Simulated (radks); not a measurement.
**Se²⁵⁺ in [He] 2s2 2p5: an all-electron calculation**

What are the levels of the selenium ion Se25+, how large are its shells, and how does its energy divide?

Method: scalar-relativistic Kohn-Sham, AM05, spin-polarised, spherical densities, point nucleus; open shells are filled with parallel spins first. Code: radks (a radial shooting solver on a logarithmic mesh, Libxc functionals) version 1.

## Step 1: The system

* element: selenium (Z = 34)
* charge: +25
* electrons: 9
* configuration: [He] 2s2 2p5

Outer shells as boxes (Hund's rule):

Se²⁵⁺
```
[He] core
2s [↑↓]
2p [↑↓][↑↓][↑ ]
```

## Step 2: The calculation

The run's settings:

```text
Z 34
configuration [He] 2s2 2p5 3s0 3p0 3d0
relativity scalar-relativistic
functional am05,am05
spin polarised
nucleus point
c 137.035999084
```

Run with:

```bash
> python run_ks.py task.json out
```

This one command runs every case of the session in turn.

Q: Predict the outcome of this run.

As calculated:

```
                        quantity                      value
                    total energy        -1960.00756 hartree
exchange-correlation share of it                     2.43 %
                            −T/E                     1.0242
          highest occupied level        2p down, -2617.9 eV
    most extended occupied level  2s down, <r> = 0.190 bohr
 radius at density 0.001 e/bohr³                 0.662 bohr
    maxima of the radial density                          2
         ionisation energy, NIST        2674 (semi-emp.) eV
```

2 principal shells are occupied and 2 maxima appear in the radial density. Relativity lifts −T/E to 1.024. The top level binds by 2617.9 eV, 98 % of the NIST ionisation energy of 2674 eV. Open shells are spherical and high-spin; term and fine-structure splittings are not resolved.
